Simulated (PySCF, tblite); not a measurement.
# C6H16N2: deprotonation, part 3 of 3

tblite 0.8.0 and PySCF 2.14.0. Atoms count from 0. Earlier steps stand in the parts before.

## (14) Single point (C₆H₁₅N₂−, CN(C)[CH-]CN(C)C, multiplicity 1): M06-2X/ma-def2-SVP in water

Geometry: PBE0-D3(BJ)/ma-def2-SVP.

The job: settings as JSON, then the geometry in Å.

```
{"job": {"kind": "sp", "xc": "M06-2X", "basis": "ma-def2-SVP", "grid": 3, "solvent": "water"}, "charge": -1, "multiplicity": 1}
C      1.510558     1.226647    -0.918526
N      1.747080    -0.086729    -0.376039
C      3.027093    -0.135732     0.259421
C      0.671658    -0.517185     0.523541
C     -0.525431    -1.020591    -0.209182
N     -1.531352    -0.004498    -0.607414
C     -2.573454    -0.556908    -1.412326
C     -2.032626     0.744762     0.507424
H      1.522778     2.012306    -0.117137
H      0.517784     1.262630    -1.387823
H      2.275900     1.477214    -1.679300
H      3.260623    -1.165843     0.578238
H      3.067056     0.512488     1.176956
H      3.821719     0.199503    -0.430466
H      1.063645    -1.312366     1.177243
H     -1.037892    -1.782239     0.434145
H     -0.265924    -1.534842    -1.173763
H     -3.244337     0.235790    -1.788869
H     -3.212038    -1.295889    -0.858222
H     -2.140322    -1.087314    -2.278650
H     -1.160574     1.030721     1.122983
H     -2.722385     0.142017     1.154500
H     -2.582967     1.640946     0.166515
```

Standard output:

```text
final grid: 259632 points
cycle   1  E = -346.7434499192  dE = -5.688e-03  |g| = 6.071e-02  |ddm| = 2.298e+00
cycle   2  E = -346.7434253803  dE =  2.454e-05  |g| = 7.438e-02  |ddm| = 5.723e-01
cycle   3  E = -346.7448570053  dE = -1.432e-03  |g| = 5.773e-03  |ddm| = 2.184e-01
cycle   4  E = -346.7448909916  dE = -3.399e-05  |g| = 3.887e-03  |ddm| = 1.027e-01
cycle   5  E = -346.7448989214  dE = -7.930e-06  |g| = 1.277e-03  |ddm| = 5.046e-02
cycle   6  E = -346.7448997955  dE = -8.741e-07  |g| = 4.639e-04  |ddm| = 1.956e-02
cycle   7  E = -346.7448999265  dE = -1.310e-07  |g| = 1.980e-04  |ddm| = 1.033e-02
cycle   8  E = -346.7448999570  dE = -3.047e-08  |g| = 4.005e-05  |ddm| = 6.281e-03
cycle   9  E = -346.7448999592  dE = -2.257e-09  |g| = 1.880e-05  |ddm| = 1.744e-03
converged SCF energy = -346.7448999592
```

Wall time 41 s (1 thread of Arm Neoverse V1, shared host); peak memory 1 GiB.

## (15) Deprotonation: M06-2X/ma-def2-SVP

This step combines the energies above: geometries from PBE0-D3(BJ)/ma-def2-SVP, zero-point and thermal terms from GFN2-xTB.

The job: settings as JSON, then the geometry in Å.

```
{"job": {"kind": "ac", "geom": {"xc": "PBE0", "basis": "ma-def2-SVP", "d3": "d3bj", "grid": 1}, "level": {"xc": "M06-2X", "basis": "ma-def2-SVP", "grid": 3, "solvents": ["acetone", "water"]}}, "charge": 0, "multiplicity": 1}
C      1.400119     1.251690    -0.817950
N      1.704208    -0.075438    -0.333185
C      3.036470    -0.147150     0.212037
C      0.713033    -0.608077     0.576397
C     -0.584381    -1.068763    -0.075819
N     -1.453185    -0.031943    -0.595750
C     -2.456252    -0.566831    -1.480666
C     -2.028065     0.803464     0.427800
H      1.440745     2.017405    -0.007474
H      0.394341     1.268117    -1.256968
H      2.129536     1.543437    -1.589331
H      3.287821    -1.184467     0.481892
H      3.172072     0.485706     1.120431
H      3.767753     0.190633    -0.538414
H      0.503677     0.097461     1.415214
H      1.146421    -1.503351     1.050113
H     -1.131041    -1.699246     0.667412
H     -0.310645    -1.730200    -0.912861
H     -3.048187     0.250382    -1.920857
H     -3.164074    -1.259618    -0.968522
H     -1.979773    -1.119796    -2.304348
H     -1.244207     1.294559     1.021609
H     -2.681279     0.235097     1.130359
H     -2.637124     1.595652    -0.033543
```

Output (the driver's rows laid out field by field):

```text
deprotonation site by site, M06-2X/ma-def2-SVP // PBE0-D3(BJ)/ma-def2-SVP

row 1
  formula                 C6H15N2
  charge                  -1
  multiplicity            1
  smiles                  CN(C)[CH-]CN(C)C
  kept                    yes
  pieces                  1
  point_group             C1
  atom                    3
  element                 C
  electronic              1721.4
  enthalpy                1676.51
  free_energy             1644.19
  solution                acetone 1431.78, water 1421.53
  vertical_detachment_ev  0.286
  share_gas               1.0
  share_solution          acetone 1.0, water 1.0
```

It took 12 min on 1 thread of Arm Neoverse V1, shared host; peak memory 1 GiB.

Energy needed to remove a proton (kJ/mol, gas phase, 298 K for the thermal columns):

```csv
site,product,electronic,enthalpy,free energy
C3,CN(C)[CH-]CN(C)C,1721.4,1676.5,1644.2
```

Free energies in a continuum (kJ/mol, same sign; the bare proton is left unsolvated, so these are no solution acidities or basicities): acetone: C3 1431.8; water: C3 1421.5.

## (16) Single point (C₆H₁₆N₂): B3LYP/ma-def2-SVP

Geometry: PBE0-D3(BJ)/ma-def2-SVP.

The job, as its differences from that of step 15:

```diff
@@ -1,2 +1,2 @@
-{"job": {"kind": "ac", "geom": {"xc": "PBE0", "basis": "ma-def2-SVP", "d3": "d3bj", "grid": 1}, "level": {"xc": "M06-2X", "basis": "ma-def2-SVP", "grid": 3, "solvents": ["acetone", "water"]}}, "charge": 0, "multiplicity": 1}
+{"job": {"kind": "sp", "xc": "B3LYP", "basis": "ma-def2-SVP", "grid": 2}, "charge": 0, "multiplicity": 1}
 C      1.400119     1.251690    -0.817950
```

Standard output:

```text
coarse grid: 18560 points
cycle   1  E = -347.3905189413  dE =  5.519e-01  |g| = 4.157e-01  |ddm| = 5.407e+00
cycle   2  E = -347.3603621757  dE =  3.016e-02  |g| = 5.485e-01  |ddm| = 2.427e+00
cycle   3  E = -347.4407231646  dE = -8.036e-02  |g| = 9.034e-02  |ddm| = 1.696e+00
cycle   4  E = -347.4421769715  dE = -1.454e-03  |g| = 3.461e-02  |ddm| = 1.623e-01
cycle   5  E = -347.4424238842  dE = -2.469e-04  |g| = 5.526e-03  |ddm| = 6.141e-02
cycle   6  E = -347.4424303342  dE = -6.450e-06  |g| = 1.116e-03  |ddm| = 1.779e-02
final grid: 175184 points
cycle   7  E = -347.5022784838  dE = -5.864e-05  |g| = 6.648e-03  |ddm| = 1.120e-01
cycle   8  E = -347.5022710539  dE =  7.430e-06  |g| = 8.459e-03  |ddm| = 2.181e-02
cycle   9  E = -347.5022904911  dE = -1.944e-05  |g| = 9.637e-04  |ddm| = 1.451e-02
cycle  10  E = -347.5022906855  dE = -1.944e-07  |g| = 1.885e-04  |ddm| = 2.262e-03
cycle  11  E = -347.5022906924  dE = -6.891e-09  |g| = 3.983e-05  |ddm| = 3.578e-04
converged SCF energy = -347.5022906924
```

Wall time 15 s (1 thread of Arm Neoverse V1, shared host); peak memory 0.77 GiB.

## (17) Single point (C6H15N2−, CN(C)[CH-]CN(C)C, multiplicity 1): B3LYP/ma-def2-SVP

Geometry: PBE0-D3(BJ)/ma-def2-SVP.

The job: settings as JSON, then the geometry in Å.

```
{"job": {"kind": "sp", "xc": "B3LYP", "basis": "ma-def2-SVP", "grid": 2}, "charge": -1, "multiplicity": 1}
C      1.510558     1.226647    -0.918526
N      1.747080    -0.086729    -0.376039
C      3.027093    -0.135732     0.259421
C      0.671658    -0.517185     0.523541
C     -0.525431    -1.020591    -0.209182
N     -1.531352    -0.004498    -0.607414
C     -2.573454    -0.556908    -1.412326
C     -2.032626     0.744762     0.507424
H      1.522778     2.012306    -0.117137
H      0.517784     1.262630    -1.387823
H      2.275900     1.477214    -1.679300
H      3.260623    -1.165843     0.578238
H      3.067056     0.512488     1.176956
H      3.821719     0.199503    -0.430466
H      1.063645    -1.312366     1.177243
H     -1.037892    -1.782239     0.434145
H     -0.265924    -1.534842    -1.173763
H     -3.244337     0.235790    -1.788869
H     -3.212038    -1.295889    -0.858222
H     -2.140322    -1.087314    -2.278650
H     -1.160574     1.030721     1.122983
H     -2.722385     0.142017     1.154500
H     -2.582967     1.640946     0.166515
```

Standard output:

```text
coarse grid: 17944 points
cycle   1  E = -346.6326522819  dE =  6.226e-01  |g| = 6.649e-01  |ddm| = 5.584e+00
cycle   2  E = -345.4229788156  dE =  1.210e+00  |g| = 1.761e+00  |ddm| = 6.993e+01
cycle   3  E = -346.7573098982  dE = -1.334e+00  |g| = 3.046e-01  |ddm| = 6.933e+01
cycle   4  E = -346.7840214908  dE = -2.671e-02  |g| = 9.988e-02  |ddm| = 1.844e+00
cycle   5  E = -346.7868752436  dE = -2.854e-03  |g| = 5.555e-02  |ddm| = 1.205e+00
cycle   6  E = -346.7875623738  dE = -6.871e-04  |g| = 1.990e-02  |ddm| = 5.588e-01
cycle   7  E = -346.7876482776  dE = -8.590e-05  |g| = 5.295e-03  |ddm| = 7.867e-02
cycle   8  E = -346.7876551000  dE = -6.822e-06  |g| = 2.033e-03  |ddm| = 4.285e-02
final grid: 169816 points
cycle   9  E = -346.8477081635  dE = -6.383e-05  |g| = 5.384e-03  |ddm| = 2.799e-01
cycle  10  E = -346.8477028748  dE =  5.289e-06  |g| = 7.109e-03  |ddm| = 4.020e-02
cycle  11  E = -346.8477155650  dE = -1.269e-05  |g| = 9.376e-04  |ddm| = 3.257e-02
cycle  12  E = -346.8477157611  dE = -1.960e-07  |g| = 2.621e-04  |ddm| = 5.959e-03
cycle  13  E = -346.8477157760  dE = -1.490e-08  |g| = 8.942e-05  |ddm| = 3.678e-03
cycle  14  E = -346.8477157776  dE = -1.601e-09  |g| = 5.523e-05  |ddm| = 1.611e-03
converged SCF energy = -346.8477157776
```

Wall time 17 s (1 thread of Arm Neoverse V1, shared host); peak memory 0.73 GiB.

## (18) Single point (C6H16N2): B3LYP/ma-def2-SVP in methanol

Geometry: PBE0-D3(BJ)/ma-def2-SVP.

The job: settings as JSON, then the geometry in Å.

```
{"job": {"kind": "sp", "xc": "B3LYP", "basis": "ma-def2-SVP", "grid": 2, "solvent": "methanol"}, "charge": 0, "multiplicity": 1}
C      1.400119     1.251690    -0.817950
N      1.704208    -0.075438    -0.333185
C      3.036470    -0.147150     0.212037
C      0.713033    -0.608077     0.576397
C     -0.584381    -1.068763    -0.075819
N     -1.453185    -0.031943    -0.595750
C     -2.456252    -0.566831    -1.480666
C     -2.028065     0.803464     0.427800
H      1.440745     2.017405    -0.007474
H      0.394341     1.268117    -1.256968
H      2.129536     1.543437    -1.589331
H      3.287821    -1.184467     0.481892
H      3.172072     0.485706     1.120431
H      3.767753     0.190633    -0.538414
H      0.503677     0.097461     1.415214
H      1.146421    -1.503351     1.050113
H     -1.131041    -1.699246     0.667412
H     -0.310645    -1.730200    -0.912861
H     -3.048187     0.250382    -1.920857
H     -3.164074    -1.259618    -0.968522
H     -1.979773    -1.119796    -2.304348
H     -1.244207     1.294559     1.021609
H     -2.681279     0.235097     1.130359
H     -2.637124     1.595652    -0.033543
```

Standard output:

```text
final grid: 175184 points
cycle   1  E = -347.5066726726  dE = -4.610e-04  |g| = 1.950e-02  |ddm| = 5.216e-01
cycle   2  E = -347.5066045473  dE =  6.813e-05  |g| = 2.704e-02  |ddm| = 9.681e-02
cycle   3  E = -347.5067774133  dE = -1.729e-04  |g| = 3.177e-03  |ddm| = 4.909e-02
cycle   4  E = -347.5067795113  dE = -2.098e-06  |g| = 8.009e-04  |ddm| = 7.300e-03
cycle   5  E = -347.5067796535  dE = -1.422e-07  |g| = 2.457e-04  |ddm| = 2.474e-03
cycle   6  E = -347.5067796729  dE = -1.945e-08  |g| = 3.621e-05  |ddm| = 1.131e-03
cycle   7  E = -347.5067796733  dE = -3.030e-10  |g| = 1.713e-05  |ddm| = 1.176e-04
converged SCF energy = -347.5067796733
```

It took 18 s on 1 thread of Arm Neoverse V1, shared host; peak memory 1.1 GiB.

## (19) Single point (C₆H₁₅N₂−, CN(C)[CH-]CN(C)C, multiplicity 1): B3LYP/ma-def2-SVP in methanol

Geometry: PBE0-D3(BJ)/ma-def2-SVP.

The job: settings as JSON, then the geometry in Å.

```
{"job": {"kind": "sp", "xc": "B3LYP", "basis": "ma-def2-SVP", "grid": 2, "solvent": "methanol"}, "charge": -1, "multiplicity": 1}
C      1.510558     1.226647    -0.918526
N      1.747080    -0.086729    -0.376039
C      3.027093    -0.135732     0.259421
C      0.671658    -0.517185     0.523541
C     -0.525431    -1.020591    -0.209182
N     -1.531352    -0.004498    -0.607414
C     -2.573454    -0.556908    -1.412326
C     -2.032626     0.744762     0.507424
H      1.522778     2.012306    -0.117137
H      0.517784     1.262630    -1.387823
H      2.275900     1.477214    -1.679300
H      3.260623    -1.165843     0.578238
H      3.067056     0.512488     1.176956
H      3.821719     0.199503    -0.430466
H      1.063645    -1.312366     1.177243
H     -1.037892    -1.782239     0.434145
H     -0.265924    -1.534842    -1.173763
H     -3.244337     0.235790    -1.788869
H     -3.212038    -1.295889    -0.858222
H     -2.140322    -1.087314    -2.278650
H     -1.160574     1.030721     1.122983
H     -2.722385     0.142017     1.154500
H     -2.582967     1.640946     0.166515
```

Standard output:

```text
final grid: 169816 points
cycle   1  E = -346.9286416223  dE = -4.273e-03  |g| = 8.776e-02  |ddm| = 3.998e+00
cycle   2  E = -346.9234991158  dE =  5.143e-03  |g| = 1.648e-01  |ddm| = 1.006e+00
cycle   3  E = -346.9311223337  dE = -7.623e-03  |g| = 8.325e-03  |ddm| = 7.815e-01
cycle   4  E = -346.9311401420  dE = -1.781e-05  |g| = 4.314e-03  |ddm| = 9.469e-02
cycle   5  E = -346.9311453253  dE = -5.183e-06  |g| = 1.322e-03  |ddm| = 5.789e-02
cycle   6  E = -346.9311459416  dE = -6.163e-07  |g| = 6.407e-04  |ddm| = 3.468e-02
cycle   7  E = -346.9311460678  dE = -1.262e-07  |g| = 1.161e-04  |ddm| = 1.252e-02
cycle   8  E = -346.9311460739  dE = -6.110e-09  |g| = 3.692e-05  |ddm| = 4.831e-03
converged SCF energy = -346.9311460739
```

Run time: 18 s. Hardware: 1 thread of Arm Neoverse V1, shared host; peak memory 1 GiB.

## (20) Deprotonation: B3LYP/ma-def2-SVP

This step combines the energies above: geometries from PBE0-D3(BJ)/ma-def2-SVP, zero-point and thermal terms from GFN2-xTB.

The job: settings as JSON, then the geometry in Å.

```
{"job": {"kind": "ac", "geom": {"xc": "PBE0", "basis": "ma-def2-SVP", "d3": "d3bj", "grid": 1}, "level": {"xc": "B3LYP", "basis": "ma-def2-SVP", "solvents": ["methanol"]}}, "charge": 0, "multiplicity": 1}
C      1.400119     1.251690    -0.817950
N      1.704208    -0.075438    -0.333185
C      3.036470    -0.147150     0.212037
C      0.713033    -0.608077     0.576397
C     -0.584381    -1.068763    -0.075819
N     -1.453185    -0.031943    -0.595750
C     -2.456252    -0.566831    -1.480666
C     -2.028065     0.803464     0.427800
H      1.440745     2.017405    -0.007474
H      0.394341     1.268117    -1.256968
H      2.129536     1.543437    -1.589331
H      3.287821    -1.184467     0.481892
H      3.172072     0.485706     1.120431
H      3.767753     0.190633    -0.538414
H      0.503677     0.097461     1.415214
H      1.146421    -1.503351     1.050113
H     -1.131041    -1.699246     0.667412
H     -0.310645    -1.730200    -0.912861
H     -3.048187     0.250382    -1.920857
H     -3.164074    -1.259618    -0.968522
H     -1.979773    -1.119796    -2.304348
H     -1.244207     1.294559     1.021609
H     -2.681279     0.235097     1.130359
H     -2.637124     1.595652    -0.033543
```

Output (the driver's rows laid out field by field):

```text
deprotonation site by site, B3LYP/ma-def2-SVP // PBE0-D3(BJ)/ma-def2-SVP

row 1
  formula                 C6H15N2
  charge                  -1
  multiplicity            1
  smiles                  CN(C)[CH-]CN(C)C
  kept                    yes
  pieces                  1
  point_group             C1
  atom                    3
  element                 C
  electronic              1718.59
  enthalpy                1673.7
  free_energy             1641.38
  solution                methanol 1434.12
  share_gas               1.0
  share_solution          methanol 1.0
```

Run time: 68 s. Hardware: 1 thread of Arm Neoverse V1, shared host; peak memory 1 GiB.

Energy needed to remove a proton (kJ/mol, gas phase, 298 K for the thermal columns):

```csv
site,product,electronic,enthalpy,free energy
C3,CN(C)[CH-]CN(C)C,1718.6,1673.7,1641.4
```

Free energies in a continuum (kJ/mol, same sign; the bare proton is left unsolvated, so these are no solution acidities or basicities): methanol: C3 1434.1.

## (21) Summary of results

This closing draws on all 3 parts.

| quantity | value |
| --- | --- |
| strongest single infrared mode (GFN2-xTB) | 2847 cm⁻¹, 226 km/mol |
| zero-point energy (GFN2-xTB) | 136.3 kcal/mol |
| point group | C1 |
| rotational constants (main isotopes) | 3.90, 1.05, 1.01 GHz |
| ΔH of deprotonation, C3 (M06-2X/ma-def2-SVP) | 1676.5 kJ/mol |
| ΔH of deprotonation, C3 (B3LYP/ma-def2-SVP) | 1673.7 kJ/mol |

What this shows: All 66 modes are real, so the xTB geometry is a minimum. GFN2-xTB is a fitted tight-binding method: band positions and strengths are rough. Its intensities can rank the bands wrongly. The optimisation took 7 steps and gained 0.080 eV; among the close pairs (by a distance rule), C0–H8 changed most, from 1.102 to 1.116 Å (PBE0/ma-def2-SVP). No frequency check was run at this level, so the end point may be a saddle. The ΔH of deprotonation at C3 is 1676.5 kJ/mol at M06-2X/ma-def2-SVP; zero-point and thermal terms move it by -44.9 kJ/mol from the electronic value.
